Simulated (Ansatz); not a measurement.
# PBE/STO-3G run of N2 (nitrogen)

What is the electronic atomisation energy of N2 (nitrogen) at PBE/STO-3G? 

The results are computed with Ansatz 0.2.0.

29 further runs of the same task are left out: 15 that didn't finish, 14 set aside as unsound or not needed.

### 1 The system as given

N2 has 2 atoms, charge 0, and is taken as a singlet. As SMILES, `N#N`. Geometry: relaxed at PBE0-D4/def2-TZVP.

Bond lengths: N1–N2 1.090 Å.

### 2 A single-point energy at PBE/STO-3G

Contents of in.yaml:

```yaml
crystal:
  periodic: [false, false, false]
  atoms:
    - {symbol: N, position_ang: [0.465500, -0.150300, 0.239800]}
    - {symbol: N, position_ang: [-0.465500, 0.150300, -0.239800]}
basis:
  gaussian:
    orbitals: STO-3G
hamiltonian:
  xc: pbe
accuracy: high
```

Launch:

```console
$ ansatz run in.yaml --threads 1 --pin off --max-ram 2610MiB --events-out events.jsonl --progress --plain --runs-dir runs
```

Standard output:

```text
Warning: RAYON_NUM_THREADS=1 ignored (pool sized by the plan → 1); use --threads N
Functional definition: PBE
  name "PBE"
  parameter kappa = 0.804
  parameter beta = 0.06672455060314922
  exchange = pbe_x(kappa = kappa, mu = beta*pi^2/3)
  correlation = pbe_c(beta = beta)
150 factors; integrals over basis functions are off by at most 1.5e-8 eV
mean field evaluation 1: about -2936.6500 eV, gradient 5.6e0 eV
mean field evaluation 2: about -2936.7512 eV, gradient 6.6e-1 eV
mean field evaluation 4: about -2936.7022 eV, gradient 1.8e-1 eV
mean field evaluation 8: about -2936.7023 eV, gradient 4.4e-4 eV
mean field -2936.70230691 eV, -107.9218192108 hartree, gradient 2.8e-9 eV, S^2 0.000000; 0 other end points of the search recorded, 0 dependent functions left out
reference -2936.70230774 eV, -107.9218192412 hartree; 7, 7 occupied and 3, 3 virtual orbitals, 150 factors
Total energy: -2936.70230774 eV, -107.9218192412 hartree
```

Run time: 0.26 s. Hardware: 1 thread of Intel Xeon Platinum 8375C at 2.90GHz (Ice Lake), shared host.

### 3 The N atom, same level

Contents of run.yaml:

```yaml
crystal:
  periodic: [false, false, false]
  atoms:
    - {symbol: N, position_ang: [0.000000, 0.000000, 0.000000]}
basis:
  gaussian: {orbitals: STO-3G}
magnetization: {spin_polarized: true, initial_magnetization: 3}
hamiltonian: {xc: pbe}
accuracy: high
```

Run the same way, it converges to -53.81470 Eh (log not shown).

### 4 What came out

Level: PBE/STO-3G.

| quantity | value |
| --- | --- |
| molecule: total energy | -107.92182 Eh |
| N atom: total energy | -53.81470 Eh |
| N atom: ⟨S²⟩ | 3.750 |
| electronic atomisation energy | 7.957 eV |

What this shows: Taking the molecule apart into free atoms costs 7.96 eV (768 kJ/mol), before zero-point energy and without spin-orbit coupling. In a minimal basis such a difference can be off by several eV, whatever the method.
